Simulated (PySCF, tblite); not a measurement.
# C₅H₉FSSi: geometry, infrared bands and NMR shifts

What infrared bands and NMR shifts should C₅H₉FSSi (`C=C/C=C(/[SiH2]F)SC`) show?

The runs use tblite 0.8.0 and PySCF 2.14.0, with density-fitted response routines of our own; the level of theory stands in each step. All values are computed, except where a source is named. Atoms count from 0, in the outputs and in this text.

## (1) Starting geometry

17 atoms, charge 0, multiplicity 1; geometry from: force field or distance geometry start.

Bonds of the start (Å): C0–C1 1.36, C1–C2 1.47, C2–C3 1.33, C3–Si4 1.84, Si4–F5 1.69, C3–S6 1.78, S6–C7 1.81, C0–H8 1.09, C0–H9 1.08, C1–H10 1.08, C2–H11 1.08, Si4–H12 1.48, Si4–H13 1.46, C7–H14 1.13, C7–H15 1.12, C7–H16 1.13.

## (2) Relaxing the molecule with GFN2-xTB

What the job is given:

```
{"job": {"kind": "relax", "xc": "GFN2-xTB", "basis": "xTB"}, "charge": 0, "multiplicity": 1}
C      3.436800    -0.419200     0.381900
C      2.205900     0.144200     0.303000
C      1.050600    -0.764700     0.352500
C     -0.172900    -0.240400     0.273800
Si    -1.621300    -1.376500     0.335600
F     -2.912400    -0.647500     1.140100
S     -0.311900     1.530600     0.146900
C     -2.083900     1.901900     0.084800
H      4.280700     0.277500     0.354300
H      3.558800    -1.488100     0.467800
H      2.082100     1.213600     0.230300
H      1.238400    -1.824500     0.432300
H     -2.109900    -1.614100    -1.041500
H     -1.298100    -2.647900     0.981000
H     -2.260200     2.830300    -0.535300
H     -2.421900     2.071200     1.139800
H     -2.667900     1.065900    -0.407700
```

Launch:

```console
OMP_NUM_THREADS=1 python probes_run.py task.json out
```

The driver reads the jobs from task.json and runs them one after another.

**Question.** This job is followed by: GFN2-xTB harmonic vibrations, gas phase; GIAO PBE0/pcSseg-1 NMR shielding, non-relativistic, gas phase. What will the session give for the following? strongest single infrared mode (GFN2-xTB); zero-point energy (GFN2-xTB); ¹³C shifts against TMS (PBE0/pcSseg-1); ¹H shifts against TMS (PBE0/pcSseg-1, means over atoms taken as alike); ²⁹Si shifts against TMS (PBE0/pcSseg-1); ¹⁹F shifts against CFCl3 (PBE0/pcSseg-1); ³³S shifts against CS2 (PBE0/pcSseg-1).

**Answer**, as computed:

```
                                                              quantity                                   value
                             strongest single infrared mode (GFN2-xTB)                    772 cm⁻¹, 300 km/mol
                                          zero-point energy (GFN2-xTB)                           75.9 kcal/mol
                                ¹³C shifts against TMS (PBE0/pcSseg-1)    147.1, 143.8, 139.5, 128.5, 19.7 ppm
¹H shifts against TMS (PBE0/pcSseg-1, means over atoms taken as alike)  7.23, 6.32, 5.68, 5.52, 5.31, 2.60 ppm
                               ²⁹Si shifts against TMS (PBE0/pcSseg-1)                                -0.1 ppm
                              ¹⁹F shifts against CFCl3 (PBE0/pcSseg-1)                              -206.6 ppm
                                ³³S shifts against CS2 (PBE0/pcSseg-1)                                  37 ppm
```

Over 85 steps the energy fell by 0.493 eV; of the close pairs, Si4–F5 changed most, 1.687 to 1.615 Å. No mode is imaginary among the 45: a minimum at this level. The strongest single mode, at 772 cm⁻¹, moves mainly H12 and H13. Unscaled tight-binding wavenumbers are off by several per cent, some by more. Its intensities can rank the bands wrongly. At PBE0/pcSseg-1: Shielding is most anisotropic at S6 (span 416 ppm, paramagnetic term -592 ppm).
